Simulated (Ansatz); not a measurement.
# Ti: the cost of one run

Program: Ansatz 0.2.0. Level of theory: DFT LDA, scalar-relativistic, plane waves, PAW, and further levels as typed in the inputs. These are calculated values, not measurements.

## 1. The starting structure

Symmetry: P6_3/mmc, No. 194, hexagonal system. Conventional cell: a = 2.951 Å, b = 2.951 Å, c = 4.684 Å, α = 90.00°, β = 90.00°, γ = 120.00°. Around Ti (site symmetry -6m2) lie 12 Ti at 2.90 to 2.95 Å.

Coordinates:

```cif
data_structure
_symmetry_space_group_name_H-M 'P6_3/mmc'
_symmetry_Int_Tables_number 194
_cell_length_a 2.9510
_cell_length_b 2.9510
_cell_length_c 4.6840
_cell_angle_alpha 90.000
_cell_angle_beta 90.000
_cell_angle_gamma 120.000
_cell_volume 35.33
loop_
_atom_site_label
_atom_site_type_symbol
_atom_site_symmetry_multiplicity
_atom_site_Wyckoff_symbol
_atom_site_fract_x
_atom_site_fract_y
_atom_site_fract_z
_atom_site_occupancy
Ti1 Ti 2 d 0.33333 0.66667 0.75000 1
```

## 2. Relaxing cell and atoms: Ti, no spin

The input, input.yaml:

```yaml
crystal:
  lattice:
    - [2.951, 0.0, 0.0]
    - [-1.4755, 2.5556409666, 0.0]
    - [0.0, 0.0, 4.684]
  atoms:
    - { symbol: Ti, position: [0.0, 0.0, 0.0] }
    - { symbol: Ti, position: [0.3333333333, 0.6666666667, 0.5] }
scf:
  occupations: { method: gaussian, width: 0.05 }
output:
  forces: true
  stress: true
  write_density: true
  write_potential: true
  elf: true
  volumetric_format: npy
kpoints:
  mp_grid: { grid: [21, 21, 12] }
hamiltonian:
  xc: lda
relax:
  f_tol: 0.005
  cell: { stress_tol: 0.05 }
basis:
  ecutwfc: 600
```

Command:

```console
$ ansatz run input.yaml --threads 8 --pin off --max-ram 20480MiB --backend cpu --events-out ev --progress --plain --runs-dir out
```

**Question.** How long does this run take on 8 threads of Arm Neoverse N1, shared host, and how much memory does it need?

About 21 s, with a peak of 0.62 GiB.
